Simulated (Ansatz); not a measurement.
# ClFH₃InOSi: how energies converge with the basis set

Aim: see how fast density functionals converge with the basis set for ClFH₃InOSi.

Method: one geometry, several basis sets; program: Ansatz 0.2.0, Gaussian basis.

Levels to be run: PBE0-D4/def2-SVP; ωB97M-V/def2-SVP; PBE0-D4/def2-QZVPP; ωB97M-V/def2-QZVPP; the functionals' def2-TZVPP values are taken from earlier runs.

### 1 Structure used throughout

The geometry comes from an earlier relaxation with PBE0-D4 in a triple-zeta def2 set; it is a stationary point, not always the lowest conformer. In takes the def2 core potential; no spin-orbit term is included.

SMILES `[F][In]([Cl])[O][SiH3]`, 8 atoms, charge 0, spin multiplicity 1.

Atoms are counted from 1 here; the program's logs count them from 0.

Bond lengths: F1–In2 1.932 Å, In2–Cl3 2.279 Å, In2–O4 1.947 Å, O4–Si5 1.641 Å, Si5–H6 1.489 Å, Si5–H7 1.488 Å, Si5–H8 1.485 Å. Angles: F1–In2–Cl3 119.9°, F1–In2–O4 116.1°, Cl3–In2–O4 124.0°, In2–O4–Si5 136.1°, O4–Si5–H6 111.0°, O4–Si5–H7 111.0°, O4–Si5–H8 107.8°, H6–Si5–H7 108.4°, H6–Si5–H8 109.3°, H7–Si5–H8 109.3°.

### 2 PBE0-D4 in def2-SVP

in.yaml

```yaml
crystal:
  periodic: [false, false, false]
  atoms:
    - {symbol: F, position_ang: [0.000575, -2.083008, 1.786498]}
    - {symbol: In, position_ang: [1.206599, -1.246801, 0.529235]}
    - {symbol: Cl, position_ang: [3.326977, -2.045913, 0.282801]}
    - {symbol: O, position_ang: [0.492104, 0.265744, -0.466142]}
    - {symbol: Si, position_ang: [-0.930367, 1.082617, -0.515333]}
    - {symbol: H, position_ang: [-1.276327, 1.633672, 0.823637]}
    - {symbol: H, position_ang: [-2.039864, 0.194616, -0.958047]}
    - {symbol: H, position_ang: [-0.779697, 2.199082, -1.482649]}
basis:
  gaussian: {orbitals: def2-SVP}
hamiltonian: {xc: pbe0, dispersion: d4}
output: {orbitals: {seedname: orbitals}}
```

After this run come: ωB97M-V in def2-SVP; PBE0-D4 in def2-QZVPP; ωB97M-V in def2-QZVPP.

**Question.** What will the summary of the whole plan be? Wanted: PBE0-D4: double and triple zeta above quadruple; ωB97M-V: double and triple zeta above quadruple.

As calculated:

```
                                       quantity           value
PBE0-D4: double and triple zeta above quadruple  14.63, 0.99 eV
ωB97M-V: double and triple zeta above quadruple  14.67, 0.93 eV
```

In words: PBE0-D4 gains 13.64 eV from double to triple zeta, then 0.99 eV more. These are total energies; as a rule much of such shifts cancels in differences, which this series doesn't test.
